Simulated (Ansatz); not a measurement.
# CH₃OSbZn: up Jacob's ladder to CCSD(T)

One table from this session's results is given with a row withheld; the runs are named, their logs left out.

Method: functionals in def2-TZVPP, the program's frozen cores in correlated methods; program: Ansatz 0.2.0, Gaussian basis.

Levels to be run: LDA (SPW92), PBE-D4, revPBE-D4, BLYP-D4, r2SCAN-D4, B97M-V, PBE0-D4, B3LYP-D4, r2SCANh-D4, r2SCAN0-D4, HSE06-D4, BHLYP-D4, CAM-B3LYP-D4, LC-ωPBE, ωB97X-V, ωB97M-V, B2PLYP, PBE-QIDH; CCSD(T)/def2-SVP; CCSD(T)/def2-TZVPP; MP2/def2-QZVPP; extrapolation to the limit; RPA on PBE.

### The geometry

The geometry comes from an earlier relaxation with PBE0-D4 in a triple-zeta def2 set; it is a stationary point, not always the lowest conformer. Sb takes the def2 core potential; no spin-orbit term is included.

7 atoms, charge 0, spin multiplicity 1.

Atoms are counted from 1 here; the program's logs count them from 0.

Bond lengths: O1–Sb2 1.969 Å, O1–H5 0.961 Å, Sb2–C3 1.954 Å, C3–H6 1.084 Å, C3–H7 1.085 Å. Angles: Sb2–O1–H5 111.3°, O1–Sb2–C3 96.1°, Sb2–C3–H6 120.7°, Sb2–C3–H7 122.1°, H6–C3–H7 117.0°.

The first run:

The input, in.yaml:

```yaml
crystal:
  periodic: [false, false, false]
  atoms:
    - {symbol: O, position_ang: [-1.359285, 1.433935, -0.443315]}
    - {symbol: Sb, position_ang: [0.082784, 0.491008, -1.395510]}
    - {symbol: C, position_ang: [0.988357, -0.172505, 0.203673]}
    - {symbol: Zn, position_ang: [-0.282308, -2.908662, 1.366798]}
    - {symbol: H, position_ang: [-1.984980, 1.826186, -1.057517]}
    - {symbol: H, position_ang: [1.900628, -0.753153, 0.121816]}
    - {symbol: H, position_ang: [0.654805, 0.083200, 1.204055]}
basis:
  gaussian: {orbitals: def2-TZVPP}
hamiltonian: {xc: lda}
output: {orbitals: {seedname: orbitals}}
```

On the command line:

```sh
$ ansatz run in.yaml --threads 4 --pin off --events-out ev --progress --plain --max-ram 10444MiB
```

Among the steps run: LDA; PBE-D4 (GGA); revPBE-D4 (GGA); BLYP-D4 (GGA); r2SCAN-D4 (meta-GGA); B97M-V (meta-GGA); B3LYP-D4 (hybrid); r2SCANh-D4 (hybrid); r2SCAN0-D4 (hybrid); HSE06-D4 (hybrid); BHLYP-D4 (hybrid); CAM-B3LYP-D4 (range-separated); LC-ωPBE (range-separated); ωB97X-V (range-separated); ωB97M-V (range-separated); B2PLYP (double hybrid); PBE-QIDH (double hybrid).

One table of the session follows, with a row left open; its other results are not shown here.

It belongs to the step «Frontier levels by functional». 

```
  functional  HOMO (eV)  LUMO (eV)  gap (eV)
 LDA (SPW92)      -5.32      -2.99      2.33
      PBE-D4      -5.10      -2.78      2.32
   revPBE-D4      -5.02      -2.70      2.32
     BLYP-D4          ?          ?         ?
   r2SCAN-D4      -5.31      -2.76      2.56
      B97M-V      -5.08      -2.64      2.44
     PBE0-D4      -5.84      -2.12      3.72
    B3LYP-D4      -5.77      -2.29      3.48
  r2SCANh-D4      -5.60      -2.50      3.10
  r2SCAN0-D4      -6.01      -2.12      3.89
    HSE06-D4      -5.46      -2.49      2.97
    BHLYP-D4      -6.50      -1.35      5.15
CAM-B3LYP-D4      -7.02      -1.17      5.85
     LC-ωPBE      -8.07      -0.24      7.84
     ωB97X-V      -7.80      -0.25      7.55
     ωB97M-V      -7.79      -0.34      7.45
```

Q: Estimate the row for BLYP-D4 from the others.

Worked estimate for «HOMO (eV)». Against the share of exact exchange, B3LYP-D4 (0.2, -5.77), BHLYP-D4 (0.5, -6.50) give a slope of -2.43 per unit share; at 0 the line stands at -5.28.

The run gave: HOMO (eV): -5.00; LUMO (eV): -2.65; gap (eV): 2.34. In «HOMO (eV)» the line misses by -0.28.
